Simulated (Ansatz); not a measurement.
# AsH2− (singlet): PBE, r2SCAN, PBE0, B3LYP, wB97M-V, B2PLYP, RPA-PBE over vertical spin and charge gaps, aug-cc-pVTZ

Aim: run AsH2− (singlet) with these functionals over vertical spin and charge gaps, and hold them against the top wave-function level at the same points.

Method: aug-cc-pVTZ, all electrons in the functionals, frozen cores in the correlation of double hybrids and RPA; program: Ansatz 0.2.0, Gaussian basis.

The runs, in order: PBE, r2SCAN, PBE0, B3LYP, wB97M-V, B2PLYP, RPA-PBE, at charge -1, singlet; charge -1, triplet; charge 0, doublet.

3 further runs of the same task are left out: 3 set aside as unsound or not needed.

## (1) The geometry

The geometry is a PBE0/def2-TZVPD stationary point (not a proven minimum). No spin-orbit coupling is included. The filled d shell of As may be among the frozen orbitals whatever the setting's name suggests; the logs give the count.

3 atoms, charge -1, spin multiplicity 1.

Atoms are counted from 1 here; the program's logs count them from 0.

Bond lengths: As1–H2 1.540 Å, As1–H3 1.540 Å. Angles: H2–As1–H3 90.8°.

No dispersion term is added; wB97M-V holds VV10 nonlocal correlation. B3LYP takes the VWN-RPA correlation.

The geometry shown and the zero of energy belong to the point charge -1, singlet. The yardstick, UCCSDT(Q), and other wave-function levels (R restricted, U unrestricted, valence and pair active spaces) come from earlier runs.

## (2) PBE, charge -1, singlet

in.yaml

```yaml
crystal:
  periodic: [false, false, false]
  atoms:
    - {symbol: As, position_ang: [0.000000, -0.028329, 0.000001]}
    - {symbol: H, position_ang: [0.000000, 1.052852, -1.097265]}
    - {symbol: H, position_ang: [0.000000, 1.052894, 1.097224]}
basis:
  gaussian: {orbitals: aug-cc-pVTZ}
total_charge: -1
hamiltonian: {xc: {name: PBE}}
output: {orbitals: {seedname: orbitals}}
```

The run is started by

```console
$ ansatz run in.yaml --threads 1 --pin off --events-out ev --progress --plain --max-ram 4096MiB --backend cpu
```

After this run come: PBE, charge -1, triplet; PBE, charge 0, doublet; r2SCAN, charge -1, singlet; r2SCAN, charge -1, triplet; r2SCAN, charge 0, doublet; PBE0, charge -1, singlet; PBE0, charge -1, triplet; PBE0, charge 0, doublet; B3LYP, charge -1, singlet; B3LYP, charge -1, triplet; B3LYP, charge 0, doublet; wB97M-V, charge -1, singlet; wB97M-V, charge -1, triplet; wB97M-V, charge 0, doublet; B2PLYP, charge -1, singlet; B2PLYP, charge -1, triplet; B2PLYP, charge 0, doublet; RPA-PBE, charge -1, singlet; RPA-PBE, charge -1, triplet; RPA-PBE, charge 0, doublet.

Q: Predict the results of all the runs planned. Wanted: singlet to triplet, UCCSDT(Q); removing an electron; largest miss, PBE; largest miss, r2SCAN; largest miss, PBE0; largest miss, B3LYP; largest miss, wB97M-V; largest miss, B2PLYP; largest miss, RPA-PBE.

The runs gave:

| quantity | value |
| --- | --- |
| singlet to triplet, UCCSDT(Q) | 40.7 kcal/mol |
| removing an electron (doublet), UCCSDT(Q) | 28.3 kcal/mol |
| largest miss, PBE | -2.8 kcal/mol (singlet to triplet) |
| largest miss, r2SCAN | -1.8 kcal/mol (singlet to triplet) |
| largest miss, PBE0 | -2.9 kcal/mol (singlet to triplet) |
| largest miss, B3LYP | +1.9 kcal/mol (removing an electron (doublet)) |
| largest miss, wB97M-V | +2.6 kcal/mol (singlet to triplet) |
| largest miss, B2PLYP | -0.2 kcal/mol (removing an electron (doublet)) |
| largest miss, RPA-PBE | +5.5 kcal/mol (removing an electron (doublet)) |
| largest miss, RCCSD(T) | -0.1 kcal/mol (removing an electron (doublet)) |
| largest miss, UCCSD(T) | -0.1 kcal/mol (removing an electron (doublet)) |

In words: Of the functionals, B2PLYP keep the smallest largest miss at the points compared (at most 0.2 kcal/mol) and RPA-PBE strays most (5.5 kcal/mol, at removing an electron (doublet)). Functionals and the yardstick converge differently with the basis, so part of each miss in aug-cc-pVTZ is the basis.
